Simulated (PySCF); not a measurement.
# FH7SeSi3: the cost of one run

The runs use PySCF 2.14.0, with density-fitted response routines of our own; the level of theory stands in each step. All values are computed, except where a source is named. Atoms count from 0, in the outputs and in this text.

## 1. The starting structure

12 atoms, charge 0, multiplicity 1; geometry from: GFN2-xTB. The atoms were then displaced at random by about 0.01 Å, so the start is not that level's minimum.

Bonds of the start (Å): F0–Si1 1.58, Si1–Si2 2.31, Si2–Se3 2.36, Se3–Si4 2.25, Si1–H5 1.46, Si1–H6 1.45, Si2–H7 1.45, Si2–H8 1.48, Si4–H9 1.45, Si4–H10 1.48, Si4–H11 1.46.

## 2. Geometry optimisation at PBE0-D3(BJ)/def2-SVP

Job settings and geometry (Å):

```
{"job": {"xc": "PBE0", "basis": "def2-SVP", "d3": "d3bj", "grid": 1, "shake": 0.01, "kind": "geom"}, "charge": 0, "multiplicity": 1}
F     -3.277360     0.695480     0.476530
Si    -2.055080    -0.269820     0.733380
Si    -0.627420     0.171340    -1.028560
Se     1.384010    -1.034830    -0.807590
Si     2.376550    -0.010140     0.930740
H     -1.596100     0.122720     2.067320
H     -2.648200    -1.592360     0.782330
H     -1.052240    -0.242870    -2.348590
H     -0.178510     1.579010    -1.111930
H      3.700990    -0.601420     0.999430
H      1.594420    -0.275010     2.158500
H      2.418640     1.429650     0.668830
```

Run with:

```
> OMP_NUM_THREADS=1 python probes_run.py task.json out
```

One launch serves the whole session: the jobs run in the order shown.

**Question.** How long does this first job take on 1 thread of Arm Neoverse V1, shared host, and how much memory does it need?

About 2.3 min, with a peak of 0.59 GiB.
